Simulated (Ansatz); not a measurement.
# C6H13N: a ladder of functionals and wavefunction methods

Aim: compute C6H13N with functionals from several rungs and with coupled cluster. The yardstick is the atomisation energy at the CCSD(T) limit.

Program: Ansatz 0.2.0, Gaussian basis. Level of theory: functionals in def2-TZVPP, the program's frozen cores in correlated methods. These are calculated values, not measurements.

Levels to be run: LDA (SPW92), PBE-D4, revPBE-D4, BLYP-D4, r2SCAN-D4, B97M-V, PBE0-D4, B3LYP-D4, r2SCANh-D4, r2SCAN0-D4, HSE06-D4, BHLYP-D4, CAM-B3LYP-D4, LC-ωPBE, ωB97X-V, ωB97M-V, B2PLYP, PBE-QIDH; CCSD(T)/def2-SVP; CCSD(T)/def2-TZVPP; MP2/def2-QZVPP; extrapolation to the limit; RPA on PBE.

## Step 1: The relaxed structure

The geometry comes from an earlier relaxation with PBE0-D4 in a triple-zeta def2 set; it is a stationary point, not always the lowest conformer.

20 atoms, charge 0, spin multiplicity 1.

Atoms are counted from 1 here; the program's logs count them from 0.

Bond lengths: C1–C2 1.514 Å, C1–H8 1.092 Å, C1–H9 1.091 Å, C1–H10 1.095 Å, C2–C3 1.528 Å, C2–N7 1.457 Å, C2–H11 1.100 Å, C3–C4 1.522 Å, C3–H12 1.099 Å, C3–H13 1.095 Å, C4–C5 1.522 Å, C4–H14 1.094 Å, C4–H15 1.098 Å, C5–C6 1.524 Å, C5–H16 1.095 Å, C5–H17 1.097 Å, C6–N7 1.452 Å, C6–H18 1.094 Å and more. Angles: C2–C1–H8 111.1°, C2–C1–H9 110.7°, C2–C1–H10 110.5°, H8–C1–H9 108.8°, H8–C1–H10 107.6°, H9–C1–H10 108.1°, C1–C2–C3 112.0°, C1–C2–N7 109.5°, C1–C2–H11 108.5°, C3–C2–N7 112.9°, C3–C2–H11 107.6°, N7–C2–H11 106.1°, C2–C3–C4 111.4°, C2–C3–H12 108.5°, C2–C3–H13 110.0°, C4–C3–H12 109.6°, C4–C3–H13 110.6°, H12–C3–H13 106.7° and more.

## Step 2: LDA

This LDA is Slater exchange with PW92 correlation.

in.yaml

```yaml
crystal:
  periodic: [false, false, false]
  atoms:
    - {symbol: C, position_ang: [1.050651, -1.852968, -1.160406]}
    - {symbol: C, position_ang: [0.723442, -0.692484, -0.244288]}
    - {symbol: C, position_ang: [0.318300, 0.556499, -1.025880]}
    - {symbol: C, position_ang: [-0.081751, 1.689849, -0.091626]}
    - {symbol: C, position_ang: [-1.150575, 1.227809, 0.888137]}
    - {symbol: C, position_ang: [-0.694969, -0.034217, 1.610599]}
    - {symbol: N, position_ang: [-0.282844, -1.107306, 0.723690]}
    - {symbol: H, position_ang: [1.849601, -1.590281, -1.857306]}
    - {symbol: H, position_ang: [1.361240, -2.724696, -0.581838]}
    - {symbol: H, position_ang: [0.173505, -2.133363, -1.753513]}
    - {symbol: H, position_ang: [1.622824, -0.443928, 0.338266]}
    - {symbol: H, position_ang: [-0.527571, 0.299793, -1.678210]}
    - {symbol: H, position_ang: [1.137905, 0.869473, -1.681491]}
    - {symbol: H, position_ang: [-0.427408, 2.555754, -0.663566]}
    - {symbol: H, position_ang: [0.800991, 2.020536, 0.470510]}
    - {symbol: H, position_ang: [-1.380684, 2.016111, 1.612302]}
    - {symbol: H, position_ang: [-2.079792, 1.015306, 0.344211]}
    - {symbol: H, position_ang: [-1.482123, -0.411927, 2.269030]}
    - {symbol: H, position_ang: [0.159829, 0.209698, 2.254702]}
    - {symbol: H, position_ang: [-1.090560, -1.469627, 0.226668]}
basis:
  gaussian: {orbitals: def2-TZVPP}
hamiltonian: {xc: lda}
output: {orbitals: {seedname: orbitals}}
```

The run is started by

```bash
> ansatz run in.yaml --threads 2 --pin off --events-out ev --progress --plain --max-ram 32768MiB --backend cuda --devices 0, --max-vram 18GiB
```

The runs that follow: PBE-D4 (GGA); revPBE-D4 (GGA); BLYP-D4 (GGA); r2SCAN-D4 (meta-GGA); B97M-V (meta-GGA); B3LYP-D4 (hybrid); r2SCANh-D4 (hybrid); r2SCAN0-D4 (hybrid); HSE06-D4 (hybrid); BHLYP-D4 (hybrid); CAM-B3LYP-D4 (range-separated); LC-ωPBE (range-separated); ωB97X-V (range-separated); ωB97M-V (range-separated); B2PLYP (double hybrid); PBE-QIDH (double hybrid); CCSD(T) in def2-SVP; CCSD(T) in def2-TZVPP; MP2 in def2-QZVPP; RPA on PBE orbitals.

Q: Predict the results of all the runs planned. Wanted: atomisation energy, CCSD(T)/CBS; farthest beyond LDA; mean size of error, GGA; mean size of error, meta-GGA; mean size of error, hybrid; mean size of error, range-separated; mean size of error, double hybrid; gap, smallest and largest; T1 diagnostic.

The runs gave:

```
                               quantity                                                                                             value
        atomisation energy, CCSD(T)/CBS                                                                                         83.575 eV
    functionals within 0.418 eV (0.5 %)  revPBE-D4, BLYP-D4, r2SCAN-D4, B97M-V, B3LYP-D4, r2SCANh-D4, LC-ωPBE, ωB97X-V, ωB97M-V, PBE-QIDH
                    farthest beyond LDA                                                                                PBE-D4 (+1.877 eV)
                mean size of error, GGA                                                                                          0.744 eV
           mean size of error, meta-GGA                                                                                          0.127 eV
             mean size of error, hybrid                                                                                          0.744 eV
    mean size of error, range-separated                                                                                          0.338 eV
      mean size of error, double hybrid                                                                                          0.429 eV
              gap, smallest and largest                                                             5.09 eV (BLYP-D4), 12.15 eV (LC-ωPBE)
                          T1 diagnostic                                                                                            0.0093
triples share of the correlation energy                                                                                             4.0 %
```

**Reading.** The LDA atomisation energy is off by 11.911 eV (14 %): it overbinds. PBE-D4 is off by +1.877 eV. Double hybrids carry the basis error of their MP2 part in triple zeta, and no dispersion term here, so their miss is partly the set-up's. The rungs meta-GGA, range-separated miss on average by less than the doubt on the reference (0.418 eV), so they tie. Misses under about 0.418 eV are within the doubt on the reference itself, which lacks core-valence correlation, relativity and higher excitations. Hartree-Fock recovers 74 % of the binding; the rest is correlation. CCSD(T) in def2-SVP is off by -3.195 eV, which most functionals beat. The gap grows from 5.1 to 12.1 eV across the functionals, mostly with the share of exact exchange.
